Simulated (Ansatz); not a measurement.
# Cs7MoSn8I24: the cost of one run

Program: Ansatz 0.2.0, PAW, plane waves. These are calculated values, not measurements.

### Step 1. The starting cell

40 atoms (7 Cs, 1 Mo, 8 Sn, 24 I); a = 12.314 Å, b = 12.314 Å, c = 12.314 Å, α = 90.00°, β = 90.00°, γ = 90.00°. All atoms were shaken off their sites by about 0.02 Å along each axis. Defect site 1: (0.500, 0.500, 0.500).

The runs, in order: (2) PBEsol relaxation at the single k point (¼, ¼, ¼), on 1 × NVIDIA GB200 with 8 threads of Arm Neoverse-V2; (3) HSE06 single point at the single k point (¼, ¼, ¼), on 1 × NVIDIA GB200 with 8 threads of Arm Neoverse-V2; (4) r²SCAN single point at the single k point (¼, ¼, ¼), on 1 × NVIDIA GB200 with 8 threads of Arm Neoverse-V2.

### Step 2. Relaxation of the positions (PBEsol)

Contents of in.yaml:

```yaml
crystal:
  lattice:
    - [12.314462, 0.000000, 0.000000]
    - [0.000000, 12.314462, 0.000000]
    - [0.000000, 0.000000, 12.314462]
  atoms:
    - { symbol: Cs, position: [0.001991, 0.997445, 0.000256] }
    - { symbol: Cs, position: [0.000107, 0.998889, 0.499968] }
    - { symbol: Cs, position: [0.999887, 0.500232, 0.001461] }
    - { symbol: Cs, position: [0.001000, 0.498464, 0.497550] }
    - { symbol: Cs, position: [0.498935, 0.998725, 0.000028] }
    - { symbol: Cs, position: [0.499972, 0.001319, 0.497045] }
    - { symbol: Cs, position: [0.498836, 0.500811, 0.001576] }
    - { symbol: Mo, position: [0.498812, 0.502174, 0.501126] }
    - { symbol: Sn, position: [0.249296, 0.247445, 0.249146] }
    - { symbol: Sn, position: [0.247566, 0.251128, 0.749223] }
    - { symbol: Sn, position: [0.249408, 0.748847, 0.247881] }
    - { symbol: Sn, position: [0.246420, 0.746824, 0.752141] }
    - { symbol: Sn, position: [0.747174, 0.250620, 0.245824] }
    - { symbol: Sn, position: [0.751492, 0.250824, 0.748957] }
    - { symbol: Sn, position: [0.750866, 0.747718, 0.250987] }
    - { symbol: Sn, position: [0.749682, 0.748218, 0.749765] }
    - { symbol: I, position: [0.249953, 0.250518, 0.998520] }
    - { symbol: I, position: [0.252544, 0.250129, 0.499704] }
    - { symbol: I, position: [0.249348, 0.750215, 0.999694] }
    - { symbol: I, position: [0.246837, 0.749951, 0.500061] }
    - { symbol: I, position: [0.748892, 0.248923, 0.001761] }
    - { symbol: I, position: [0.747732, 0.249015, 0.502497] }
    - { symbol: I, position: [0.752850, 0.750405, 0.001175] }
    - { symbol: I, position: [0.750945, 0.750833, 0.503470] }
    - { symbol: I, position: [0.998554, 0.248679, 0.250305] }
    - { symbol: I, position: [0.998059, 0.248989, 0.748323] }
    - { symbol: I, position: [0.003186, 0.749532, 0.249309] }
    - { symbol: I, position: [0.003620, 0.749914, 0.751063] }
    - { symbol: I, position: [0.499439, 0.250247, 0.252278] }
    - { symbol: I, position: [0.500148, 0.250860, 0.748613] }
    - { symbol: I, position: [0.499273, 0.749921, 0.246141] }
    - { symbol: I, position: [0.498669, 0.752683, 0.749163] }
    - { symbol: I, position: [0.251431, 0.998173, 0.250193] }
    - { symbol: I, position: [0.251619, 0.003025, 0.749141] }
    - { symbol: I, position: [0.250879, 0.496549, 0.250520] }
    - { symbol: I, position: [0.249098, 0.499883, 0.744977] }
    - { symbol: I, position: [0.747729, 0.999220, 0.250708] }
    - { symbol: I, position: [0.751480, 0.002110, 0.751459] }
    - { symbol: I, position: [0.749484, 0.498028, 0.248641] }
    - { symbol: I, position: [0.750478, 0.500411, 0.750019] }
  symmetry: { detect: false }
kpoints:
  mp_grid: { grid: [1, 1, 1], shift: [0.25, 0.25, 0.25] }
hamiltonian:
  xc: pbesol
total_charge: -1
scf:
  occupations: { method: fermi_dirac, width: 0.01 }
relax:
  f_tol: 0.03
  max_steps: 80
  escape_saddle: false
  adjacent_minimum: "off"
output:
  forces: true
  eigenvalues: true
  populations: true
  charged_corrections: { epsilon: 30 }
```

Launch:

```bash
$ ansatz run in.yaml --threads 8 --pin off --max-ram 118750MiB --runs-dir r --events-out ev --progress --plain --backend cuda --devices 0, --max-vram 170GiB
```

**Question.** How long does this run take on 1 × NVIDIA GB200 with 8 threads of Arm Neoverse-V2, shared host, and how much memory does it need?

About 43 s, with a peak of 2.4 GiB on the host.
